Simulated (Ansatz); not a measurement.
# ZrZn: the cost of one run

Computed with Ansatz 0.2.0 (DFT LDA, scalar-relativistic, plane waves, PAW, unless a step's input says otherwise).

## (1) The system as given

It takes space group Pm-3m (No. 221, cubic). The conventional cell has a = 3.336 Å, b = 3.336 Å, c = 3.336 Å, α = 90.00°, β = 90.00°, γ = 90.00°. Zr (site symmetry m-3m) has 8 Zn at 2.89 Å as nearest neighbours. Zn (site symmetry m-3m) is surrounded by 8 Zr at 2.89 Å.

Coordinates:

```cif
data_structure
_symmetry_space_group_name_H-M 'Pm-3m'
_symmetry_Int_Tables_number 221
_cell_length_a 3.3360
_cell_length_b 3.3360
_cell_length_c 3.3360
_cell_angle_alpha 90.000
_cell_angle_beta 90.000
_cell_angle_gamma 90.000
_cell_volume 37.13
loop_
_atom_site_label
_atom_site_type_symbol
_atom_site_symmetry_multiplicity
_atom_site_Wyckoff_symbol
_atom_site_fract_x
_atom_site_fract_y
_atom_site_fract_z
_atom_site_occupancy
Zr1 Zr 1 b 0.50000 0.50000 0.50000 1
Zn1 Zn 1 a 0.00000 0.00000 0.00000 1
```

Source of the structure: the Crystallography Open Database.

(A quick probe on a coarse mesh, which set the mesh and smearing, is not shown.)

## (3) Relaxing cell and atoms

input.yaml

```yaml
crystal:
  lattice:
    - [3.336, 0.0, 0.0]
    - [0.0, 3.336, 0.0]
    - [0.0, 0.0, 3.336]
  atoms:
    - { symbol: Zr, position: [0.5, 0.5, 0.5] }
    - { symbol: Zn, position: [0.0, 0.0, 0.0] }
basis:
  ecutwfc: 420
kpoints:
  mp_grid: { grid: [12, 12, 12] }
hamiltonian:
  xc: lda
scf:
  occupations: { method: gaussian, width: 0.1 }
output:
  forces: true
  stress: true
  eigenvalues: true
relax:
  adjacent_minimum: "off"
  f_tol: 0.005
  max_steps: 80
  cell: { stress_tol: 0.05 }
```

Started as:

```
ansatz run input.yaml --threads 1 --pin off --max-ram 2560MiB --backend cpu --events-out ev --progress --plain --runs-dir out
```

What time and memory should one allow on 1 thread of Arm Neoverse V2, shared host?

About 15 s, with a peak of 0.35 GiB.
